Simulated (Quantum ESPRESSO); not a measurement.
Crystal: Mo.

```
Mo
1.0
    -1.50000    1.50000    1.50000
     1.50000   -1.50000    1.50000
     1.50000    1.50000   -1.50000
Mo
1
Direct
  0.00000 0.00000 0.00000
```

The cell was built by a generator and needn't be a form met in nature.

Base run:

| Item | Value |
| --- | --- |
| Program | Quantum ESPRESSO 7.5 |
| Functional | LDA |
| Potentials or basis | GBRV 1.5 LDA |
| Cutoff | 612 eV |
| Density cutoff | 4898 eV |
| k mesh | 18 × 18 × 18 |
| Occupations | methfessel-paxton, width 0.1 eV |
| Spin | no spin polarisation |

Its results: band gap on the k mesh none (metal or under the smearing width); pressure 39.8 GPa.

The run is repeated on the same cell with these changes: functional from LDA to PBEsol; potentials or basis from GBRV 1.5 LDA to GBRV 1.5 PBEsol. What comes out?

Band gap on the k mesh none (metal or under the smearing width); pressure 45.4 GPa.

Caveats: a pressure of tens of GPa on the cell as given is suspect, and the run, the potentials or the cell itself is likely at fault.

Not every run made on this cell is shown here.
